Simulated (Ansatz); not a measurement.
# AlGaC (triplet): the correlation ladder, cc-pVDZ

The task here is to estimate one member of a computed series from the others.

Computed with Ansatz 0.2.0, Gaussian basis. Level: cc-pVDZ, core rule «outside noble gas», up to 20 orbitals frozen.

To be run: UHF; CCSD(T) on ROHF; CCSD(T) on UHF; BCCD(T) on ROHF; CISD; CCSDT(Q) on ROHF; CCSDT(Q) on UHF; CASSCF and MRCISD+Q, 10 electrons in 10 orbitals; CASSCF and MRCISD+Q(relaxed), 10 electrons in 10 orbitals; CASSCF and NEVPT2, 10 electrons in 10 orbitals.

24 further runs of the same task are left out: 12 that didn't finish, 12 set aside as unsound or not needed.

## The geometry

The geometry is a PBE0/def2-TZVP stationary point (not a proven minimum) of the parent state, kept for this charge and spin. No spin-orbit coupling is included. The filled d shell of Ga may be among the frozen orbitals whatever the setting's name suggests; the logs give the count.

3 atoms, charge 0, spin multiplicity 3.

Atoms are counted from 1 here; the program's logs count them from 0.

Bond lengths: Al1–Ga2 2.693 Å, Ga2–C3 1.936 Å. Angles: Al1–Ga2–C3 180.0°.

Set-up of the first run:

in.yaml reads:

```yaml
crystal:
  periodic: [false, false, false]
  atoms:
    - {symbol: Al, position_ang: [0.000000, 0.000000, 2.440782]}
    - {symbol: Ga, position_ang: [0.000000, 0.000000, -0.252482]}
    - {symbol: C, position_ang: [0.000000, 0.000000, -2.188300]}
basis:
  gaussian: {orbitals: cc-pVDZ}
magnetization: {spin_polarized: true, initial_magnetization: 2}
hamiltonian: {xc: hf}
output: {orbitals: {seedname: orbitals}}
```

On the command line:

```bash
$ ansatz run in.yaml --threads 1 --pin off --events-out ev --progress --plain --max-ram 2393MiB
```

Among the steps run: UHF; CCSD(T) on ROHF; CCSD(T) on UHF; BCCD(T) on ROHF; CISD; CCSDT(Q) on ROHF; CCSDT(Q) on UHF; CASSCF and MRCISD+Q, 10 electrons in 10 orbitals; CASSCF and MRCISD+Q(relaxed), 10 electrons in 10 orbitals; CASSCF and NEVPT2, 10 electrons in 10 orbitals.

One table of the session follows, with a row left open; its other results are not shown here.

```
                    method  from RCCSDT(Q) (kJ/mol)
                       UHF                   +545.4
                      RMP2                   +187.8
                      UMP2                   +164.3
                     RCCSD                    +57.1
                     UCCSD                    +42.6
                  RCCSD(T)                    +15.8
                  UCCSD(T)                    +17.3
                   BCCD(T)                        ?
                    RCCSDT                     +8.2
                    UCCSDT                     +4.9
                 RCCSDT(Q)                        0
                 UCCSDT(Q)                     +0.5
           CASSCF frontier                   +395.8
           NEVPT2 frontier                   +116.2
           MRCISD frontier                    +46.8
         MRCISD+Q frontier                    +11.5
MRCISD+Q(relaxed) frontier                     +2.7
```

Estimate the missing values for BCCD(T).

**Answer.** from RCCSDT(Q) (kJ/mol): +16.8. In the column «from RCCSDT(Q) (kJ/mol)» it lies between RCCSD(T) (+15.8) and UCCSD(T) (+17.3).

Not comparable, so not listed: CISD (they don't share determinant, frozen orbitals or solution with the rows shown, or repeat one).

To keep in mind: The determinant is far from a pure spin state, so its energy mixes those of several spin states (harmless only where they are near-degenerate, as at dissociation). Left out of the table: ROHF (another determinant or state than the rows shown). Warnings: spin contamination; coupled cluster took another determinant than the lowest; large T1 diagnostic. Restricted and unrestricted rows rest on different reference determinants; where their highest levels disagree by more than a few hundredths of an eV, they describe different states and don't form one ladder.
